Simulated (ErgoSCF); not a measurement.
# UB3LYP/Huz-III run of H2 (hydrogen)

Aim: the energy change on altering one bond length of H2 (hydrogen) at UB3LYP/Huz-III, from 2 runs. 

The results are computed with ErgoSCF 3.8.

4 further runs of the same task are left out: 2 that didn't finish, 2 set aside as unsound or not needed.

## Step 1: The structure to begin with

H2: 2 atoms, total charge 0, spin state singlet. SMILES: `[H][H]`. The shape is that of a PBE0-D4/def2-TZVP optimisation.

Bond lengths: H1–H2 0.746 Å.

## Step 2: A single-point energy at UB3LYP/Huz-III

job.ego

```
set_nthreads(1)
molecule_inline
H    0.60338955  -0.18746083   0.31274967
H   -0.60338955   0.18746083  -0.31274967
EOF
tmpdir = "."
scf.max_number_of_iterations = 150
scf.output_mulliken_pop = 1
XC.type = "GC2"
scf.starting_guess_disturbance = 0.05
basis = "Huz-III"
spin_polarization = 0
scf.force_unrestricted = 1
run "B3LYP-G"
```

Started as:

```sh
$ ergo job.ego
```

The log of the run:

```text
[...]
INDF Weighted mixed functional:
[...]
INSC Energy   1 =          2.00141391774
[...]
INDE PURIFICATION CONVERGED after 13 iterations
[...]
INDE PURIFICATION CONVERGED after 13 iterations
[...]
INDE PURIFICATION CONVERGED after 11 iterations
[...]
INDE E(LUMO) - E(HOMO) <=          0.54918280281 =         14.94402543829 eV
[...]
INSC Energy   9 =         -1.18034075470  ( diff     -0.000000000002028 )
[...]
RESC CONVERGED after   9 iterations.
RESC FINAL ENERGY:         -1.18034075470
RESC FINAL <S2> =          0.00000000000
[...]
INSC SCF: dipole_moment_x [atomic units] =       0.00000004
INSC SCF: dipole_moment_y [atomic units] =      -0.00000002
INSC SCF: dipole_moment_z [atomic units] =       0.00000003
[...]
```

It took 0.64 s on 1 thread of Arm Neoverse V2, shared host.

## Step 3: The distorted shape

input.ego

```
set_nthreads("env")
molecule_inline
H      0.52910253    -0.06093044     0.22656682
H     -0.52873781     0.17695017    -0.31975867
EOF
scf.starting_guess_disturbance = 0.05
basis = "Huz-III"
XC.type = "GC2"
scf.output_mulliken_pop = 1
scf.max_number_of_iterations = 150
scf.force_unrestricted = 1
tmpdir = "."
run "B3LYP-G"
```

Started as:

```sh
$ ergo input.ego
```

The log of the run:

```text
[...]
INDF Weighted mixed functional:
[...]
INSC Energy   1 =          1.99980735879
[...]
INDE PURIFICATION CONVERGED after 11 iterations
[...]
INDE PURIFICATION CONVERGED after 13 iterations
[...]
INDE PURIFICATION CONVERGED after 11 iterations
[...]
INDE E(LUMO) - E(HOMO) <=          0.58568520617 =         15.93730643975 eV
[...]
INSC Energy   9 =         -1.17206822109  ( diff     -0.000000000000823 )
[...]
RESC CONVERGED after   9 iterations.
RESC FINAL ENERGY:         -1.17206822109
RESC FINAL <S2> =          0.00000000000
[...]
INSC SCF: dipole_moment_x [atomic units] =       0.00000001
INSC SCF: dipole_moment_y [atomic units] =      -0.00000000
INSC SCF: dipole_moment_z [atomic units] =       0.00000000
[...]
```

It took 0.66 s on 1 thread of Arm Neoverse V2, shared host.

## Step 4: Outcome

At UB3LYP/Huz-III:

| quantity | value |
| --- | --- |
| first shape: total energy | -1.18034 Eh |
| first shape: dipole moment | 0.00 D |
| distorted shape: total energy | -1.17207 Eh |
| distorted shape: dipole moment | 0.00 D |
| energy change with the H1–H2 bond shortened from 0.746 to 0.642 Å | 0.225 eV |

**Reading.** With the H1–H2 bond shortened from 0.746 to 0.642 Å the energy rises by 0.23 eV (5.2 kcal/mol). The first shape isn't relaxed at this level, so the change isn't measured from a minimum.
